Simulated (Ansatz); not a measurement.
# Li4H6Os: the cost of one run

Computed with Ansatz 0.2.0 (DFT, PBE, plane-wave PAW, default files, scalar-relativistic, as far as a step names no other, unless a step's input says otherwise).

## Step 1: Starting point

It takes space group R-3c (No. 167, trigonal). Conventional cell: a = 8.192 Å, b = 8.192 Å, c = 10.089 Å, α = 90.00°, β = 90.00°, γ = 120.00°. Li (site symmetry 32) is surrounded by 6 H at 2.07 Å. Around Li (site symmetry 2) lie 6 H at 2.11 to 2.21 Å. H (site symmetry 1) is surrounded by 1 Os at 1.72 Å and 4 Li at 2.07 to 2.21 Å. Around Os (site symmetry -3) lie 6 H at 1.72 Å.

Structure file:

```
CELL_PARAMETERS angstrom
4.09586 2.36475 3.36312
-4.09586 2.36475 3.36312
0.00000 -4.72950 3.36312
ATOMIC_POSITIONS crystal
Li 0.25000 0.25000 0.25000
Li 0.75000 0.75000 0.75000
Li 0.65818 0.25000 0.84182
Li 0.84182 0.65818 0.25000
Li 0.25000 0.84182 0.65818
Li 0.15818 0.34182 0.75000
Li 0.75000 0.15818 0.34182
Li 0.34182 0.75000 0.15818
H 0.54298 0.45048 0.21117
H 0.21117 0.54298 0.45048
H 0.45048 0.21117 0.54298
H 0.04298 0.71117 0.95048
H 0.95048 0.04298 0.71117
H 0.71117 0.95048 0.04298
H 0.45702 0.54952 0.78883
H 0.78883 0.45702 0.54952
H 0.54952 0.78883 0.45702
H 0.95702 0.28883 0.04952
H 0.04952 0.95702 0.28883
H 0.28883 0.04952 0.95702
Os 0.50000 0.50000 0.50000
Os 0.00000 0.00000 0.00000
```

## Step 2: First run, atoms as given

The input, input.yaml:

```yaml
crystal:
  lattice:
    - [4.095864057, 2.3647482159, 3.3631230617]
    - [-4.095864057, 2.3647482159, 3.3631230617]
    - [0.0, -4.7294964317, 3.3631230617]
  atoms:
    - { symbol: Li, position: [0.25, 0.25, 0.25] }
    - { symbol: Li, position: [0.75, 0.75, 0.75] }
    - { symbol: Li, position: [0.65817838, 0.25, 0.84182162] }
    - { symbol: Li, position: [0.84182162, 0.65817838, 0.25] }
    - { symbol: Li, position: [0.25, 0.84182162, 0.65817838] }
    - { symbol: Li, position: [0.15817838, 0.34182162, 0.75] }
    - { symbol: Li, position: [0.75, 0.15817838, 0.34182162] }
    - { symbol: Li, position: [0.34182162, 0.75, 0.15817838] }
    - { symbol: H, position: [0.54298179, 0.45047701, 0.21117148] }
    - { symbol: H, position: [0.21117148, 0.54298179, 0.45047701] }
    - { symbol: H, position: [0.45047701, 0.21117148, 0.54298179] }
    - { symbol: H, position: [0.04298179, 0.71117148, 0.95047701] }
    - { symbol: H, position: [0.95047701, 0.04298179, 0.71117148] }
    - { symbol: H, position: [0.71117148, 0.95047701, 0.04298179] }
    - { symbol: H, position: [0.45701821, 0.54952299, 0.78882852] }
    - { symbol: H, position: [0.78882852, 0.45701821, 0.54952299] }
    - { symbol: H, position: [0.54952299, 0.78882852, 0.45701821] }
    - { symbol: H, position: [0.95701821, 0.28882852, 0.04952299] }
    - { symbol: H, position: [0.04952299, 0.95701821, 0.28882852] }
    - { symbol: H, position: [0.28882852, 0.04952299, 0.95701821] }
    - { symbol: Os, position: [0.5, 0.5, 0.5] }
    - { symbol: Os, position: [0.0, 0.0, 0.0] }
kpoints:
  mp_grid: { grid: [5, 5, 5] }
scf:
  occupations: { method: fermi_dirac, width: 0.05 }
hamiltonian:
  xc: pbe
  pseudopotentials: { kind: paw }
output:
  forces: true
  stress: true
  populations: true
  efg:
    quadrupole_moments_barn: { Li: -0.0401, H: 0.00285783, Os: 0.856 }
    contact_densities: true
  write_density: true
  write_potential: true
  elf: true
  volumetric_format: npy
```

Run with:

```bash
> ansatz run input.yaml --threads 1 --pin off --max-ram 2560MiB --backend cpu --events-out ev --progress --plain --runs-dir out
```

**Question.** How long does this run take on 1 thread of Arm Neoverse V2, shared host, and how much memory does it need?

About 15 s, with a peak of 0.54 GiB.
